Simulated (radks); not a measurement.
# Fractional charge and spin in the 4s shell of selenium

The task here is to estimate one member of a computed series from the others.

The numbers are computed with radks (a radial shooting solver on a logarithmic mesh, Libxc functionals) version 1 (non-relativistic Kohn-Sham, r2SCAN, spin-polarised, spherical densities, point nucleus), except any that are marked as measured or tabulated.

## The system

* element: selenium (Z = 34)
* configuration: [Ar] 3d10 4p(up 0.5, down 0.5) 4s(up 1, down 1)

A shell typed twice in an input gives spin up, then spin down.

The first run:

The run's settings:

```text
Z 34
configuration [Ar] 3d10 4p0.5 4p0.5 4s1 4s1
relativity non-relativistic
functional r2scan,r2scan
spin polarised
nucleus point
```

Steps of the session up to this table: 4s: up 1, down 1.

One of the session's tables, all rows but one given; the rest of the session is left out.

It belongs to the step «4s: up 1, down 1». Sizes of the orbitals, from the radial functions (bohr):

```
level      <r>  outermost maximum (interpolated)  90 % within  nodes
   1s  0.04500                            0.0297       0.0801      0
   2s   0.1998                             0.168        0.308      1
   2p   0.1728                             0.133        0.281      0
   3s   0.5834                             0.511        0.868      2
   3p        ?                                 ?            ?      ?
   3d   0.6232                             0.454         1.03      0
   4s    1.673                              1.48         2.44      3
   4p    1.882                              1.65         2.77      2
```

Estimate the missing values for 3p.

**Answer.** <r>: 0.5929; outermost maximum (interpolated): 0.504; 90 % within: 0.905; nodes: 1. In the column «<r>» it lies between 3s (0.5834) and 3d (0.6232).
